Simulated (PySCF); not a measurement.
**HBr (hydrogen bromide): a chain of runs**

We compute a series of 19 runs (PBE0-D4/def2-TZVP, CCSD(T)/def2-TZVPP, RI-MP2/def2-QZVPP, PBE-D4/def2-TZVPP, r2SCAN-D4/def2-TZVPP, B3LYP-D4/def2-TZVPP, PBE0-D4/def2-TZVPP, wB97M-V/def2-TZVPP, and more) of BrH. 

The results are computed with PySCF 2.14.0.

1 further run of the same task is left out (for a faulty analytic Hessian).

## Step 1: The molecule

HBr has 2 atoms, charge 0, and is taken as a singlet. SMILES: `Br`. All atoms were displaced at random from a relaxed shape. The run starts from this shape.

Bond lengths: Br1–H2 1.398 Å.

## Step 2: A geometry optimisation at PBE0-D4/def2-TZVP (density fitting with def2-universal-jkfit) (run 1)

geometry.xyz

```xyz
2
BrH
Br    -0.611660     0.228408    -0.332215
H      0.565058    -0.201441     0.288218
```

input.py

```python
from pyscf import gto, dft
from pyscf.geomopt.geometric_solver import kernel as optimise

mol = gto.Mole()
mol.atom = 'geometry.xyz'
mol.charge = 0
mol.max_memory = 1860
mol.basis = 'def2-tzvp'
mol.verbose = 3
mol.build()

mf = dft.RKS(mol)
mf.xc = 'pbe0'
mf = mf.density_fit(auxbasis='def2-universal-jkfit')
mf.disp = 'd4'
mf.conv_tol = 1e-09
mf.grids.level = 4
mf.max_cycle = 100
converged, mol_eq = optimise(mf, maxsteps=100)
print('converged:', converged)
print(mol_eq.tostring())

mf.reset(mol_eq)
mol = mol_eq
mf.kernel()
etot = mf.e_tot
print(f'total energy: {etot:.8f} hartree')
```

Launch:

```sh
OMP_NUM_THREADS=1 python input.py
```

The log of the run:

```text
maxiter                   100
----------------------------------------------------------
Custom engine selected.
Bonds will be generated from interatomic distances less than 1.20 times sum of covalent radii
6 internal coordinates being used (instead of 6 Cartesians)
Internal coordinate system (atoms numbered from 1):
Distance 1-2
Translation-X 1-2
Translation-Y 1-2
Translation-Z 1-2
Rotation-A 1-2
Rotation-B 1-2
Rotation-C 1-2
> ===== Optimization Info: ====
> Job type: Energy minimization
> Maximum number of optimization cycles: 100
> Initial / maximum trust radius (Angstrom): 0.100 / 0.300
> Convergence Criteria:
> Will converge when all 5 criteria are reached:
>  |Delta-E| < 1.00e-06
>  RMS-Grad  < 3.00e-04
>  Max-Grad  < 4.50e-04
>  RMS-Disp  < 1.20e-03
>  Max-Disp  < 1.80e-03
> === End Optimization Info ===

[... 6 lines left out ...]
WARN: Mole.unit (angstrom) is changed to Bohr
[... 1 line left out ...]
converged SCF energy = -2574.45806076988
[... 6 lines left out ...]
Step    0 : Gradient = 1.210e-02/1.210e-02 (rms/max) Energy = -2574.4580607699
[... 7 lines left out ...]
converged SCF energy = -2574.45829584335
[... 14 lines left out ...]
converged SCF energy = -2574.45831385148
[... 9 lines left out ...]
Geometry optimization cycle 4
Cartesian coordinates (Angstrom)
 Atom        New coordinates             dX        dY        dZ
  Br  -0.621168   0.231884  -0.337232    0.000143 -0.000051  0.000074
   H   0.574538  -0.204904   0.293217   -0.000153  0.000056 -0.000081
converged SCF energy = -2574.45831390861
--------------- DFRKS_Scanner gradients ---------------
         x                y                z
0 Br     0.0000025073    -0.0000009733     0.0000013701
1 H    -0.0000020331     0.0000007396    -0.0000010744
----------------------------------------------
cycle 4: E = -2574.45831391  dE = -5.71281e-08  norm(grad) = 3.866e-06
Step    3 : Displace = 1.753e-04/1.753e-04 (rms/max) Trust = 1.414e-01 (+) Grad = 2.734e-06/3.018e-06 (rms/max) E (change) = -2574.4583139086 (-5.713e-08) Quality = 0.988
Hessian Eigenvalues: 5.00000e-02 5.00000e-02 5.00000e-02 ... 5.00000e-02 5.00000e-02 2.63617e-01
Converged! =D

converged: True
Br         -0.62116832        0.23188443       -0.33723236
H           0.57453811       -0.20490428        0.29321669
converged SCF energy = -2574.45831390861
total energy: -2574.45831391 hartree
```

It took 9.6 s on 1 thread of Arm Neoverse V1, shared host; peak memory 0.43 GiB.

The path in brief:

```csv
step,energy from the first frame kept (eV),largest force (eV/Å)
0,0.0000,0.6222
1,-0.0064,0.1584
2,-0.0069,0.0090
3,-0.0069,0.0002
```

After the run. Bond lengths: Br1–H2 1.421 Å.

## Step 3: A single-point energy at CCSD(T)/def2-TZVPP (run 3)

geometry.xyz

```xyz
2
BrH
Br    -0.621168     0.231884    -0.337232
H      0.574538    -0.204904     0.293217
```

job.py

```python
# Br
from pyscf import gto, cc

mol = gto.M(
    atom='geometry.xyz',
    spin=0,
    verbose=3,
    basis='def2-tzvpp',
    max_memory=1860,
)

myscf = mol.RHF()
myscf.conv_tol = 1e-10
myscf.kernel()
if not myscf.converged:
    myscf = myscf.newton().run(myscf.mo_coeff, myscf.mo_occ)

mycc = cc.CCSD(myscf, frozen=9)
mycc.kernel()
e_t = mycc.ccsd_t()
e_tot = mycc.e_tot + e_t
print('E(%s) = %.9f' % ('CCSD(T)', e_tot))
```

Launch:

```sh
OMP_NUM_THREADS=1 python job.py
```

The log of the run:

```text
converged SCF energy = -2573.00152557664
E(CCSD) = -2573.299694766702  E_corr = -0.2981691900651577
CCSD(T) correction = -0.00887868146453331
E(CCSD(T)) = -2573.308573448
```

It took 4.5 s on 1 thread of Arm Neoverse V1, shared host; peak memory 0.2 GiB.

Runs 4 to 5 aren't shown in full; the table further down has their settings and results.

## Step 4: A single-point energy at r2SCAN-D4/def2-TZVPP (run 6)

job.py

```python
from pyscf import gto, dft

mol = gto.M(
    atom='''
Br      -0.621168       0.231884      -0.337232
H        0.574538      -0.204904       0.293217
''',
    basis='def2-tzvpp',
    max_memory=1860,
    verbose=3,
)

ks = dft.RKS(mol)
ks.xc = 'r2scan'
ks.disp = 'd4'
ks.conv_tol = 1e-10
ks.grids.level = 5
ks.kernel()
if not ks.converged:
    ks = ks.newton().run(ks.mo_coeff, ks.mo_occ)

e_tot = ks.e_tot
print('E(%s) = %.9f' % ('R2SCAN', e_tot))
```

Launch:

```sh
OMP_NUM_THREADS=1 python job.py
```

The log of the run:

```text
converged SCF energy = -2574.74146378298
E(R2SCAN) = -2574.741463783
```

It took 5.4 s on 1 thread of Arm Neoverse V1, shared host; peak memory 0.32 GiB.

Runs 7 to 19 aren't shown in full; the table further down has their settings and results.

## Step 5: The doublet cation: the energy at UB3LYP/6-31G(d) (spherical functions) (run 20)

input.py

```python
from pyscf import gto, dft

mol = gto.Mole()
mol.atom = '''
Br      -0.621168       0.231884      -0.337232
H        0.574538      -0.204904       0.293217
'''
mol.max_memory = 1860
mol.basis = '6-31g*'
mol.verbose = 3
mol.charge = 1
mol.spin = 1
mol.build()

mf = dft.UKS(mol, xc='b3lyp')
mf.conv_tol = 1e-10
mf.grids.level = 5
mf.kernel()
if not mf.converged:
    mf = mf.newton().run(mf.mo_coeff, mf.mo_occ)

energy = mf.e_tot
print('E = %.10f Eh' % energy)
```

Launch:

```sh
OMP_NUM_THREADS=1 python input.py
```

The log of the run:

```text
WARN: HOMO -0.334488092676889 >= LUMO -0.334488092676895

converged SCF energy = -2574.04011932619  <S^2> = 0.75200138  2S+1 = 2.0020004
E = -2574.0401193262 Eh
```

It took 3.6 s on 1 thread of Arm Neoverse V1, shared host; peak memory 0.22 GiB.

## Step 6: The series

```csv
run,level,task,integral approximation,partner,energy (Eh),dipole moment (D) of the reference,HOMO energy (eV),LUMO energy (eV),wall time
1,PBE0-D4/def2-TZVP (density fitting with def2-universal-jkfit),optimise,def2-universal-jkfit,base,-2574.458314,0.95,-8.75,-0.17,9.6 s
3,CCSD(T)/def2-TZVPP,energy,none,base,-2573.308573,1.00,-11.81,3.03,4.5 s
4,RI-MP2/def2-QZVPP (density fitting with def2-universal-jkfit),energy,def2-universal-jkfit,base,-2573.660134,0.99,-11.83,2.42,1.5 s
5,PBE-D4/def2-TZVPP,energy,none,base,-2574.368790,0.89,-7.42,-1.12,3.3 s
6,r2SCAN-D4/def2-TZVPP,energy,none,base,-2574.741464,0.95,-7.76,-0.66,5.4 s
7,B3LYP-D4/def2-TZVPP,energy,none,base,-2574.790128,0.90,-8.48,-0.52,3.3 s
8,PBE0-D4/def2-TZVPP,energy,none,base,-2574.459096,0.93,-8.75,-0.17,3.3 s
9,wB97M-V/def2-TZVPP,energy,none,base,-2574.608865,0.92,-11.02,1.73,12 s
10,B2PLYP/def2-TZVPP,energy,none,base,-2574.373763,0.95,-9.87,0.97,3.6 s
11,SVWN5/def2-TZVPP,energy,none,base,-2571.197461,0.96,-7.56,-1.25,2.3 s
12,M06-2X/def2-TZVPP,energy,none,base,-2574.791496,0.94,-10.01,0.73,6 s
13,B3LYP/6-31G* (spherical functions),energy,none,base,-2574.473143,1.10,-8.38,-0.14,2.1 s
14,HF/STO-3G,energy,none,base,-2545.228147,1.30,-9.07,10.71,0.83 s
15,UCCSD(T)/def2-TZVPP,energy,none,cation,-2572.880333,–,-20.78,-9.68,18 s
16,UPBE-D4/def2-TZVPP,energy,none,cation,-2573.938454,–,-16.24,-16.00,5.7 s
17,UB3LYP-D4/def2-TZVPP,energy,none,cation,-2574.356430,–,-17.38,-15.15,6.3 s
18,UPBE0-D4/def2-TZVPP,energy,none,cation,-2574.028103,–,-17.64,-14.67,5.7 s
19,U-wB97M-V/def2-TZVPP,energy,none,cation,-2574.179263,–,-19.95,-12.33,18 s
20,UB3LYP/6-31G* (spherical functions),energy,none,cation,-2574.040119,–,-17.31,-15.20,3.6 s
```

## Step 7: What came out

| quantity | value |
| --- | --- |
| doublet cation, run 20: total energy | -2574.04012 Eh |
| doublet cation, run 20: HOMO energy (highest over α and β) | -17.31 eV |
| doublet cation, run 20: LUMO energy (lowest over α and β) | -15.20 eV |
| doublet cation, run 20: ⟨S²⟩ | 0.752 |
| vertical ionisation energy (to the doublet cation), CCSD(T)/def2-TZVPP | 11.653 eV |
| vertical ionisation energy (to the doublet cation), PBE-D4/def2-TZVPP | 11.710 eV |
| vertical ionisation energy (to the doublet cation), B3LYP-D4/def2-TZVPP | 11.802 eV |
| vertical ionisation energy (to the doublet cation), PBE0-D4/def2-TZVPP | 11.728 eV |
| vertical ionisation energy (to the doublet cation), wB97M-V/def2-TZVPP | 11.690 eV |
| vertical ionisation energy (to the doublet cation), B3LYP/6-31G* | 11.783 eV |

In words: At CCSD(T)/def2-TZVPP: the vertical ionisation energy comes to 11.65 eV (269 kcal/mol). At PBE-D4/def2-TZVPP: the vertical ionisation energy comes to 11.71 eV (270 kcal/mol). −ε(HOMO) before ionisation, 7.42 eV, is 4.29 eV below this ionisation energy. At B3LYP-D4/def2-TZVPP: removing an electron at fixed nuclei costs 11.80 eV (272 kcal/mol). −ε(HOMO) before ionisation, 8.48 eV, is 3.32 eV below this ionisation energy. At PBE0-D4/def2-TZVPP: removing an electron at fixed nuclei costs 11.73 eV (1132 kJ/mol). Totals of different functionals can't be ranked against each other. In run 14 the basis is minimal, so the values are rough. All runs together took 1.9 min, the longest 18 s.
